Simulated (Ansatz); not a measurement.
**NiSi2 (Si2Ni-type): zero-pressure volume and bulk modulus with revPBE**

An exercise on one series of results from a longer session: the logs are not shown, and one member is left open.

The COD entry's cell or inner coordinates are ideal or old and differ from later refinements, so a difference from it is no clean test against experiment.

Program: Ansatz 0.2.0. Level of theory: DFT revPBE, scalar-relativistic, plane waves, PAW. These are calculated values, not measurements.

### Starting point

It takes space group Fm-3m (No. 225, cubic). The conventional cell has a = 5.395 Å, b = 5.395 Å, c = 5.395 Å, α = 90.00°, β = 90.00°, γ = 90.00°. Si (site symmetry -43m) has 4 Ni at 2.34 Å in its first shell of neighbours. Around Ni (site symmetry m-3m) lie 8 Si at 2.34 Å.

As a file:

```cif
data_structure
_symmetry_space_group_name_H-M 'P 1'
_symmetry_Int_Tables_number 1
_cell_length_a 3.8148
_cell_length_b 3.8148
_cell_length_c 3.8148
_cell_angle_alpha 60.000
_cell_angle_beta 60.000
_cell_angle_gamma 60.000
_cell_volume 39.26
loop_
_atom_site_label
_atom_site_type_symbol
_atom_site_fract_x
_atom_site_fract_y
_atom_site_fract_z
_atom_site_occupancy
Si1 Si 0.25000 0.25000 0.25000 1
Si2 Si 0.75000 0.75000 0.75000 1
Ni1 Ni 0.00000 0.00000 0.00000 1
```

At PBE, an earlier run found 3.81 GPa for this cell of 13.086 Å³/atom (8×8×8 mesh), no gap, no moment left. The cell is compressed at this level.

Set-up of the first run:

Contents of input.yaml:

```yaml
crystal:
  lattice:
    - [0.0, 2.6975011173, 2.6975011173]
    - [2.6975011173, 0.0, 2.6975011173]
    - [2.6975011173, 2.6975011173, 0.0]
  atoms:
    - { symbol: Si, position: [0.25, 0.25, 0.25] }
    - { symbol: Si, position: [0.75, 0.75, 0.75] }
    - { symbol: Ni, position: [0.0, 0.0, 0.0], spin: 0.05 }
basis:
  ecutwfc: 420
  ecutrho_ratio: 4
kpoints:
  mp_grid: { grid: [8, 8, 8] }
hamiltonian:
  xc: revpbe
scf:
  occupations: { method: gaussian, width: 0.05 }
output:
  forces: true
  stress: true
  eigenvalues: true
  populations: true
magnetization:
  spin_polarized: true
checkpoint:
  read: start.run
  write: ck
  compress: false
  write_wavefunctions: false
  write_every: 100000
```

start.run holds the state of a PBE run on this cell.

Launch:

```bash
$ ansatz run input.yaml --threads 4 --pin off --max-ram 8192MiB --backend cpu --events-out ev --progress --plain --runs-dir out
```

Steps of the session up to this table: At the given cell; Stepping to 13.589 Å³/atom; Stepping to 13.624 Å³/atom; Volume × 0.98 of the new zero; Volume × 1.02 of the new zero; Volume × 0.96 of the new zero; Volume × 1.04 of the new zero.

One table of the session follows, with a row left open; its other results are not shown here.

It belongs to the step «Energy and pressure against volume». 

```
volume (Å³/atom)  energy (meV/atom)  pressure (GPa)
          13.079               9.21            5.85
          13.352                  ?               ?
          13.624               0.00            0.02
          13.897               1.99           -2.29
          14.169               7.59           -4.46
```

**Question.** Estimate the row for volume (Å³/atom) = 13.352.

Worked estimate for «energy (meV/atom)». A straight line through the neighbours (13.079, 9.21) and (13.624, 0.00) gives 9.21 + (0.00 − 9.21) × (13.352 − 13.079) / (13.624 − 13.079) = 4.60; a parabola fitted to 3 rows on both sides gives 2.40.

**Answer.** energy (meV/atom): 2.10; pressure (GPa): 2.71. In «energy (meV/atom)» the line misses by +2.50 and the parabola by +0.30.

To keep in mind: Warnings in the runs' records: seeded moment not kept.
